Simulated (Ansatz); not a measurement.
**C₄H₁₀Si: a ladder of functionals and wavefunction methods**

One table from this session's results is given with a row withheld; the runs are named, their logs left out.

Program: Ansatz 0.2.0, Gaussian basis. Level of theory: functionals in def2-TZVPP, the program's frozen cores in correlated methods. These are calculated values, not measurements.

The runs, in order: PBE-D4, r2SCAN-D4, PBE0-D4, B3LYP-D4, ωB97X-V, ωB97M-V, B2PLYP; CCSD(T)/def2-TZVPP; MP2/def2-QZVPP; extrapolation to the limit.

## The relaxed structure

An earlier PBE0-D4 in a triple-zeta def2 set relaxation fixed the geometry.

SMILES `C/C=C\C[SiH3]`, 15 atoms, charge 0, spin multiplicity 1.

Atoms are counted from 1 here; the program's logs count them from 0.

Bond lengths: C1–C2 1.490 Å, C1–H6 1.095 Å, C1–H7 1.090 Å, C1–H8 1.095 Å, C2–C3 1.332 Å, C2–H9 1.087 Å, C3–C4 1.492 Å, C3–H10 1.087 Å, C4–Si5 1.885 Å, C4–H11 1.093 Å, C4–H12 1.094 Å, Si5–H13 1.487 Å, Si5–H14 1.490 Å, Si5–H15 1.487 Å. Angles: C2–C1–H6 110.7°, C2–C1–H7 112.8°, C2–C1–H8 110.9°, H6–C1–H7 107.6°, H6–C1–H8 106.6°, H7–C1–H8 108.0°, C1–C2–C3 127.0°, C1–C2–H9 115.7°, C3–C2–H9 117.3°, C2–C3–C4 127.1°, C2–C3–H10 117.5°, C4–C3–H10 115.3°, C3–C4–Si5 110.4°, C3–C4–H11 112.3°, C3–C4–H12 110.6°, Si5–C4–H11 108.2°, Si5–C4–H12 108.2°, H11–C4–H12 107.0° and more.

Geometry (Å):

```csv
atom,x (Å),y (Å),z (Å)
C1,-1.13607,-0.21497,1.75831
C2,0.33076,-0.06203,1.54370
C3,1.00199,-0.28283,0.41497
C4,0.43817,-0.70587,-0.90046
Si5,0.14261,0.79439,-2.00253
H6,-1.58809,0.74094,2.04197
H7,-1.65772,-0.57519,0.87105
H8,-1.34051,-0.91194,2.57731
H9,0.90246,0.26680,2.40799
H10,2.07438,-0.10367,0.42548
H11,-0.50864,-1.24151,-0.79284
H12,1.12907,-1.37858,-1.41777
H13,1.40036,1.57488,-2.14905
H14,-0.31813,0.37940,-3.35714
H15,-0.89265,1.66927,-1.39169
```

Set-up of the first run:

Contents of in.yaml:

```yaml
crystal:
  periodic: [false, false, false]
  atoms:
    - {symbol: C, position_ang: [-1.136074, -0.214967, 1.758307]}
    - {symbol: C, position_ang: [0.330761, -0.062026, 1.543698]}
    - {symbol: C, position_ang: [1.001989, -0.282831, 0.414973]}
    - {symbol: C, position_ang: [0.438171, -0.705873, -0.900460]}
    - {symbol: Si, position_ang: [0.142615, 0.794390, -2.002533]}
    - {symbol: H, position_ang: [-1.588094, 0.740935, 2.041968]}
    - {symbol: H, position_ang: [-1.657721, -0.575192, 0.871052]}
    - {symbol: H, position_ang: [-1.340505, -0.911937, 2.577310]}
    - {symbol: H, position_ang: [0.902461, 0.266803, 2.407992]}
    - {symbol: H, position_ang: [2.074385, -0.103667, 0.425477]}
    - {symbol: H, position_ang: [-0.508639, -1.241506, -0.792842]}
    - {symbol: H, position_ang: [1.129073, -1.378582, -1.417768]}
    - {symbol: H, position_ang: [1.400358, 1.574875, -2.149052]}
    - {symbol: H, position_ang: [-0.318131, 0.379404, -3.357137]}
    - {symbol: H, position_ang: [-0.892648, 1.669273, -1.391686]}
basis:
  gaussian: {orbitals: def2-TZVPP}
hamiltonian: {xc: pbe, dispersion: d4}
output: {forces: true, orbitals: {seedname: orbitals}}
```

Started as:

```
$ ansatz run in.yaml --threads 4 --pin off --events-out ev --progress --plain --max-ram 10444MiB
```

Among the steps run: PBE-D4 (GGA); r2SCAN-D4 (meta-GGA); PBE0-D4 (hybrid); B3LYP-D4 (hybrid); ωB97X-V (range-separated); ωB97M-V (range-separated); B2PLYP (double hybrid); CCSD(T) in def2-TZVPP; MP2 in def2-QZVPP.

One of the session's tables, all rows but one given; the rest of the session is left out.

```
            method  atomisation energy (kJ/mol)
            PBE-D4                       5792.0
         r2SCAN-D4                       5725.4
           PBE0-D4                       5737.0
          B3LYP-D4                       5725.8
           ωB97X-V                       5725.4
           ωB97M-V                       5727.3
            B2PLYP                       5661.0
     HF/def2-TZVPP                       4347.7
    MP2/def2-TZVPP                       5627.3
   CCSD/def2-TZVPP                       5524.8
CCSD(T)/def2-TZVPP                       5590.9
           MP2/CBS                            ?
       CCSD(T)/CBS                       5712.7
```

Estimate the missing values for MP2/CBS.

As computed: atomisation energy (kJ/mol): 5749.2. In the column «atomisation energy (kJ/mol)» it lies between PBE0-D4 (5737.0) and PBE-D4 (5792.0).

Caveats from the session: Free atoms (4 C, 1 Si, 10 H) were run apart at each level; the atomisation energy is their sum less the molecule, without zero-point or spin-orbit terms.
